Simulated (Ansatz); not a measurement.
# SnCl3: what a guessed cell relaxes into, part 2 of 2

Aim: relax a trial structure of SnCl3 and see where it ends.

Ansatz 0.2.0; DFT PBE, scalar-relativistic, plane waves, PAW. Earlier steps stand in the parts before.

### 4 Full relaxation

The end of the coarse run is made exact in the group found at a tolerance of 0.06 Å and reduced to its primitive cell.

Contents of input.yaml:

```yaml
crystal:
  lattice:
    - [-2.1103647666, 2.1103647666, 5.284075315]
    - [2.1103647666, -2.1103647666, 5.284075315]
    - [2.1103647666, 2.1103647666, -5.284075315]
  atoms:
    - { symbol: Sn, position: [0.5, 0.5, 0.0] }
    - { symbol: Cl, position: [0.0, 0.0, 0.0] }
    - { symbol: Cl, position: [0.75, 0.25, 0.5] }
    - { symbol: Cl, position: [0.25, 0.75, 0.5] }
basis:
  ecutwfc: 420
kpoints:
  mp_grid: { grid: [16, 16, 16] }
hamiltonian:
  xc: pbe
scf:
  occupations: { method: gaussian, width: 0.1 }
output:
  forces: true
  stress: true
  eigenvalues: true
  write_density: true
  write_potential: true
  elf: true
  volumetric_format: npy
relax:
  adjacent_minimum: "off"
  f_tol: 0.01
  max_steps: 80
  cell: { stress_tol: 0.05 }
```

Started as:

```sh
$ ansatz run input.yaml --threads 1 --pin off --max-ram 2560MiB --backend cpu --events-out ev --progress --plain --runs-dir out
```

Standard output, cut to the lines that bear on the results:

```text
Warning: RAYON_NUM_THREADS=1 ignored (pool sized by the plan → 1); use --threads N
[...]
Pseudopotentials: kind: paw
Pseudopotential: Sn, paw, valence charge 14, recommended cutoff 420 eV (normal), Sn.paw.azcp
Pseudopotential: Cl, paw, valence charge 7, recommended cutoff 420 eV (normal), Cl.paw.azcp
Functional definition: PBE
[...]
Crystal: 4 atoms, lattice volume = 94.133 Å³
[...]
  cell:  # Å, volume = 94.2864 Å³
    - [-2.111202798688874, 2.111202798688874, 5.288457206613646]
    - [2.111202798688874, -2.111202798688874, 5.288457206613646]
    - [2.111202798688874, 2.111202798688874, -5.288457206613646]
  atoms:
    - { symbol: Sn, position: [0.5, 0.5, 4.754080688588849e-36] }
    - { symbol: Cl, position: [2.2815131000908595e-35, 1.8269929121821338e-36, 2.4642123913090727e-35] }
    - { symbol: Cl, position: [0.75, 0.25, 0.5] }
    - { symbol: Cl, position: [0.25, 0.75, 0.5] }
```

Run time: 65 s. Hardware: 1 thread of Intel Xeon 6975P-C (Granite Rapids), shared host; peak memory 0.89 GiB.

Step by step:

```csv
step,energy from step 1 (eV/cell),largest force component (eV/Å),pressure (GPa),volume (Å³)
1,0.0000,0.0000,0.06,94.13
2,0.0000,0.0000,0.00,94.29
3,0.0000,0.0000,0.00,94.29
```

Step 1 is the start. Step 3 repeats the geometry before it on a plane-wave basis chosen anew for that cell, so its energy need not be comparable with the rows above.

Lengths and angles in the start's conventional setting:

|  | before | after | change |
| --- | --- | --- | --- |
| a (Å) | 4.221 | 4.222 | 0.0 % |
| b (Å) | 4.221 | 4.222 | 0.0 % |
| c (Å) | 10.568 | 10.577 | +0.1 % |
| volume (Å³/atom) | 23.53 | 23.57 | +0.2 % |
| shortest distance (Å) | 2.985 | 2.986 | 0.0 % |
| space group (0.01 Å) | I4/mmm | I4/mmm | same |

Forces and stress were held to the start's 16 operations: a distortion of lower symmetry was not tested.

Axes a, b and c in the maps are those of this run's conventional cell (a, b, c = 4.222, 4.222, 10.577 Å).

Density in a lattice plane of the grid's cell (edges 4.22 and 10.58 Å, at 0.000 of the third edge), which holds Sn and Cl.

Ten even steps from ' ' (-0.26 e/Å³) to '@' (15.69 e/Å³):
```
....              ..
                    
                    
        ......      
        ..  ..      
        ......      
                    
                    
--..              ..
@@==              ==
--..              ..
                    
                    
        ......      
        ..  ..      
        ......      
                    
                    
....              ..
  ..              ..
```
Columns run along the first of these edges and rows up along the second, over one cell in 10 and 20 even steps from the bottom left corner. Atoms in the plane (fractional): Sn at (0.00, 0.50), Cl at (0.00, 0.00), Cl at (0.50, 0.75), Cl at (0.50, 0.25).

ELF in the same plane.

Values, 12 rows by 6 columns:
```
0.89 0.72 0.07 0.07 0.07 0.73
0.03 0.04 0.72 0.88 0.72 0.04
0.01 0.33 0.85 0.27 0.85 0.33
0.05 0.11 0.78 0.88 0.78 0.11
0.37 0.32 0.08 0.07 0.08 0.32
0.01 0.28 0.22 0.03 0.22 0.28
0.37 0.32 0.08 0.07 0.08 0.32
0.05 0.11 0.78 0.88 0.78 0.11
0.01 0.33 0.85 0.27 0.85 0.33
0.03 0.04 0.72 0.88 0.72 0.04
0.89 0.73 0.07 0.07 0.07 0.72
0.20 0.84 0.39 0.03 0.39 0.84
```
Columns run along the first of these edges and rows up along the second, over one cell in 6 and 12 even steps from the bottom left corner. Atoms in the plane (fractional): Sn at (0.00, 0.50), Cl at (0.00, 0.00), Cl at (0.50, 0.75), Cl at (0.50, 0.25).

Both are smooth fields of the valence electrons: close to the nuclei they are not physical.

Outside the cores ELF peaks at 0.90 in the shell around Cl, 0.8 Å from Cl.

### 5 Changed: mp_grid.grid [13, 13, 13]

Contents of input.yaml:

```yaml
crystal:
  lattice:
    - [-2.1112027987, 2.1112027987, 5.2884572066]
    - [2.1112027987, -2.1112027987, 5.2884572066]
    - [2.1112027987, 2.1112027987, -5.2884572066]
  atoms:
    - { symbol: Sn, position: [0.5, 0.5, 0.0] }
    - { symbol: Cl, position: [0.0, 0.0, 0.0] }
    - { symbol: Cl, position: [0.75, 0.25, 0.5] }
    - { symbol: Cl, position: [0.25, 0.75, 0.5] }
basis:
  ecutwfc: 420
kpoints:
  mp_grid: { grid: [13, 13, 13] }
hamiltonian:
  xc: pbe
scf:
  occupations: { method: gaussian, width: 0.1 }
output:
  forces: true
  eigenvalues: true
  stress: true
```

Started as:

```sh
$ ansatz run input.yaml --threads 1 --pin off --max-ram 2560MiB --backend cpu --events-out ev --progress --plain --runs-dir out
```

Standard output, cut to the lines that bear on the results:

```text
Warning: RAYON_NUM_THREADS=1 ignored (pool sized by the plan → 1); use --threads N
[...]
[... 4 set-up lines as earlier in the session ...]
[...]
Crystal: 4 atoms, lattice volume = 94.286 Å³
[...]
  atom   1  Sn    -0.00000000     0.00000000     0.00000000
  atom   2  Cl     0.00000000     0.00000000     0.00000000
  atom   3  Cl    -0.00000000     0.00000000     0.00000000
  atom   4  Cl    -0.00000000    -0.00000000     0.00000000
[...]
--- Stress (GPa, compression-positive) ---
       -0.005818      -0.000000      -0.000000
       -0.000000      -0.005818      -0.000000
        0.000000       0.000000       0.016260
  P = ⅓ Tr σ = 0.0015 GPa (0.015 kbar)
--- Band table (eV; the first three rows and the last of 196) ---
[... band rows left out ...]
[...]
```

It took 10 s on 1 thread of Intel Xeon 6975P-C (Granite Rapids), shared host; peak memory 0.59 GiB.

| run | ending | energy change | pressure (GPa) | gap (eV) | force (eV/Å) | cycles | time |
| --- | --- | --- | --- | --- | --- | --- | --- |
| step 4 | converged | 0 | 0.0 | 0.00 | 0.00 | - | 65 s |
| variant | converged | 0.0 meV/atom | 0.0 | 0.00 | 0.00 | 8 | 10 s |

Changing the k-point mesh hardly moves the energy: 0.0 meV/atom.

### 6 Summary of results

What follows sums up all 2 parts. Changes of volume or cell count from the first structure of part 1.

| quantity | value |
| --- | --- |
| symmetry at the end (tolerance 0.05 Å) | space group I4/mmm (No. 139) |
| conventional cell | a = 4.222 Å, b = 4.222 Å, c = 10.577 Å, α = 90.00°, β = 90.00°, γ = 90.00° |
| volume | 23.57 Å³/atom |
| energy over the elements (uncorrected; H, N, O, F and Cl as molecules), grey Sn | -0.41 eV/atom |
| gap on the mesh | none (metal) |

The space group I4/mmm (No. 139) is kept, and the volume per atom shrinks by 16.7 % from the first guess. It lies below the elements, which doesn't yet make it stable: competing phases were not computed in this session. No finished test with a distortion of lower symmetry is shown, so the end may be a saddle point. Spin polarisation is off in the runs that give these values; a magnetic solution could lie lower.
